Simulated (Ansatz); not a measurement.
**C2H9AlSi2: basis-set convergence**

One table from this session's results is given with a row withheld; the runs are named, their logs left out.

The runs use Ansatz 0.2.0, Gaussian basis; one geometry, several basis sets.

Plan: PBE0-D4/def2-SVP; ωB97M-V/def2-SVP; PBE0-D4/def2-QZVPP; ωB97M-V/def2-QZVPP; the functionals' def2-TZVPP values are taken from earlier runs.

## The relaxed structure

The geometry comes from an earlier relaxation with PBE0-D4 in a triple-zeta def2 set; it is a stationary point, not always the lowest conformer.

14 atoms, charge 0, spin multiplicity 1.

Atoms are counted from 1 here; the program's logs count them from 0.

Bond lengths: Si1–Si2 2.327 Å, Si1–H6 1.488 Å, Si1–H7 1.489 Å, Si1–H8 1.487 Å, Si2–C3 1.884 Å, Si2–Al5 2.426 Å, Si2–H10 1.486 Å, C3–C4 1.357 Å, C3–Al5 2.343 Å, C3–H11 1.092 Å, C4–H12 1.086 Å, C4–H13 1.085 Å, Al5–H9 1.585 Å, Al5–H14 1.583 Å. Angles: Si2–Si1–H6 108.0°, Si2–Si1–H7 112.5°, Si2–Si1–H8 110.5°, H6–Si1–H7 108.6°, H6–Si1–H8 108.7°, H7–Si1–H8 108.6°, Si1–Si2–C3 111.2°, Si1–Si2–Al5 117.3°, Si1–Si2–H10 115.0°, C3–Si2–Al5 64.4°, C3–Si2–H10 108.0°, Al5–Si2–H10 125.8°, Si2–C3–C4 126.6°, Si2–C3–Al5 69.1°, Si2–C3–H11 115.2°, C4–C3–Al5 81.5°, C4–C3–H11 115.8°, Al5–C3–H11 107.5° and more.

The first run:

Contents of in.yaml:

```yaml
crystal:
  periodic: [false, false, false]
  atoms:
    - {symbol: Si, position_ang: [-2.024722, -0.307765, -1.283284]}
    - {symbol: Si, position_ang: [-0.558486, -1.055417, 0.362161]}
    - {symbol: C, position_ang: [0.264622, 0.388128, 1.250156]}
    - {symbol: C, position_ang: [0.882411, 1.447992, 0.669823]}
    - {symbol: Al, position_ang: [1.815845, -0.785893, -0.054898]}
    - {symbol: H, position_ang: [-1.348944, 0.780921, -2.040050]}
    - {symbol: H, position_ang: [-3.293488, 0.225086, -0.715511]}
    - {symbol: H, position_ang: [-2.353841, -1.409094, -2.226445]}
    - {symbol: H, position_ang: [2.125572, -0.130692, -1.464414]}
    - {symbol: H, position_ang: [-1.165645, -1.940474, 1.389704]}
    - {symbol: H, position_ang: [0.514727, 0.208183, 2.297544]}
    - {symbol: H, position_ang: [0.687178, 1.734435, -0.359145]}
    - {symbol: H, position_ang: [1.527213, 2.110602, 1.238504]}
    - {symbol: H, position_ang: [2.914559, -1.295213, 0.964651]}
basis:
  gaussian: {orbitals: def2-SVP}
hamiltonian: {xc: pbe0, dispersion: d4}
output: {orbitals: {seedname: orbitals}}
```

Among the steps run: PBE0-D4 in def2-SVP; ωB97M-V in def2-SVP; PBE0-D4 in def2-QZVPP; ωB97M-V in def2-QZVPP.

One table of the session follows, with a row left open; its other results are not shown here.

It belongs to the step «Density functionals: the series». 

| functional | basis | HOMO (eV) |
| --- | --- | --- |
| PBE0-D4 | def2-SVP | ? |
| PBE0-D4 | def2-TZVPP | -6.62 |
| PBE0-D4 | def2-QZVPP | -6.62 |
| ωB97M-V | def2-SVP | -8.49 |
| ωB97M-V | def2-TZVPP | -8.49 |
| ωB97M-V | def2-QZVPP | -8.49 |

Q: Estimate the row for PBE0-D4, def2-SVP from the others.

The run gave: HOMO (eV): -6.66. In the column «HOMO (eV)» it lies between ωB97M-V, def2-QZVPP (-8.49) and PBE0-D4, def2-TZVPP (-6.62).
